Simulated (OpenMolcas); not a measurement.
# Pt³⁺ among point charges: CASSCF and CASPT2 levels and susceptibility

Aim: the splitting of the states of Pt³⁺ in the field of 5 point charges, its lowest levels with spin-orbit coupling and its magnetic susceptibility.

Program: OpenMolcas 26.06. Level of theory: state-averaged CASSCF and CASPT2, spin-orbit coupling by RASSI with atomic mean-field integrals. These are calculated values, not measurements, unless marked.

## (1) What is computed

```
Species                           : Pt³⁺ (platinum, Z = 78, 75 electrons)
Basis                             : ANO-RCC-VDZP [7s6p4d2f], 59 functions
Scalar Hamiltonian                : DKH2, point nucleus
Inactive shells                   : 1s 2s 2p 3s 3p 3d 4s 4p 4d 4f 5s 5p
Active space                      : 7 electrons in 5 orbitals (5d)
Some configurations of this space : 5d⁷
Orbitals                          : optimised for each spin and parity, averaged over all roots
```

Outer shells as boxes (Hund's rule):

5d7
```
5d [↑↓][↑↓][↑ ][↑ ][↑ ]
```

The ion sits among 5 point charges of -2 e arranged as a square pyramid (C4v), 1.88 Å from the ion, with the axial distance 1.730 Å.

Each step is its own input file, run in one work folder so that later steps find the files of earlier ones. Labels, J, g values, rates, χT and fits are worked out afterwards by a script from the matrices that RASSI stores.

## (2) GATEWAY and SEWARD: basis and integrals

File a.inp:

```
&GATEWAY
Coord
1

Pt 0.0 0.0 0.0
Basis=ANO-RCC-VDZP
Group=NoSym
NoMove
AngMom=0.0 0.0 0.0
AMFI
XField
5 Angstrom 0
1.880000 0.000000 0.000000 -2.000000
0.000000 1.880000 0.000000 -2.000000
-1.880000 0.000000 0.000000 -2.000000
0.000000 -1.880000 0.000000 -2.000000
0.000000 0.000000 1.729600 -2.000000
&SEWARD
```

Command:

```sh
$ OMP_NUM_THREADS=1 MOLCAS_MEM=1689 MOLCAS_PROJECT=a pymolcas a.inp > a.log
```

## (3) CASSCF: quartets, 10 roots

File a.inp:

```
&RASSCF
FileOrb=start.orb
Symmetry=1
Spin=4
nActEl=7 0 0
Inactive=34
Ras2=5
CIRoot=10 10 1
SDav=10
CIMx=300
Iter=120 100
PrWF=0.3
OrbListing=Nothing
MaxOrb=0
>>> COPY $Project.JobIph JOB001
```

start.orb holds the contracted functions of the basis, ordered by shell, or the orbitals of the step before.

## (4) CASSCF: doublets, 40 roots

File a.inp:

```
&RASSCF
FileOrb=start.orb
Symmetry=1
Spin=2
nActEl=7 0 0
Inactive=34
Ras2=5
CIRoot=40 40 1
SDav=40
CIMx=300
Iter=120 100
PrWF=0.3
OrbListing=Nothing
MaxOrb=0
>>> COPY $Project.JobIph JOB002
```

## (5) State interaction with spin-orbit coupling

File a.inp:

```
&RASSI
NrOfJobIphs=2 10 40
1 2 3 4 5 6 7 8 9 10
1 2 3 4 5 6 7 8 9 10 11 12 13 14 15 16 17 18 19 20 21 22 23 24 25 26 27
28 29 30 31 32 33 34 35 36 37 38 39 40
IphNames
JOB001
JOB002
EJob
SpinOrbit
DIPRint=1.0
SOCoupling=1000.0
Subsets=2
Property=9
'ANGMOM' 1 'ANGMOM' 2 'ANGMOM' 3 'MLTPL  1' 1 'MLTPL  1' 2 'MLTPL  1' 3
'AMFI' 1 'AMFI' 2 'AMFI' 3
SOProperty=3
'ANGMOM' 1 'ANGMOM' 2 'ANGMOM' 3
```

## (6) CASPT2: IPEA 0.25, imaginary shift 0.1 (closed shells correlated: 4f 5s 5p)

File a.inp:

```
>>> COPY JOB001 $Project.JobIph
&CASPT2
Multistate=10 1 2 3 4 5 6 7 8 9 10
NoMult
Frozen=23
IPEA=0.25
Imaginary=0.1
MaxIter=60
WThr=0.0 0.3 0.05
PrWF=0.5
NoMix
>>> COPY JOB002 $Project.JobIph
&CASPT2
Multistate=40 1 2 3 4 5 6 7 8 9 10 11 12 13 14 15 16 17 18 19 20 21 22
23 24 25 26 27 28 29 30 31 32 33 34 35 36 37 38 39 40
NoMult
Frozen=23
IPEA=0.25
Imaginary=0.1
MaxIter=60
WThr=0.0 0.3 0.05
PrWF=0.5
NoMix
```

(Steps that only read results are left out.)

Before running it: what results should come out? Wanted: spin-free ground state; first state of the same spin within the active space; lowest level; next level.

As calculated:

```
                                            quantity                                                                           value
                                              method  SS-CASPT2, IPEA 0.25, imaginary shift 0.1 (closed shells correlated: 4f 5s 5p)
                              spin-free ground state                                             quartet, 2-fold in its orbital part
first state of the same spin within the active space                                                            quartet at 3090 cm⁻¹
                                        lowest level                                                    2-fold, g = 2.07, 2.07, 3.08
                                          next level                                                                     2211.7 cm⁻¹
                                         χT at 300 K                                                                  0.93 cm³ K/mol
                           effective moment at 300 K                                                                         2.73 μB
```

Cost by method:

```csv
method,time of its own steps,time with the reference
A. CASSCF,8.9 s,8.9 s
"B. SS-CASPT2, IPEA 0.25, imaginary shift 0.1, +4f 5s 5p",8.4 s,17 s
```

Times are of one thread on a shared host.

**Reading.** The spin-free ground state (quartet) comes to 74 % from free-ion F terms and keeps the highest spin of the shell. χT at 300 K is 0.93, against 1.88 cm³ K/mol for the spin alone, so spin-orbit coupling lowers it. An active space of the d shell alone favours high spin; real ions in strong fields can be low spin. CASPT2 does not keep the components of a term degenerate, and the means are used. The field of point charges can differ much from that of real complexes. With metal d orbitals alone active, the gaps between spin states are rough; where two lie within a few thousand cm-1, their order is open. This is an electrostatic model: the charges have no orbitals.
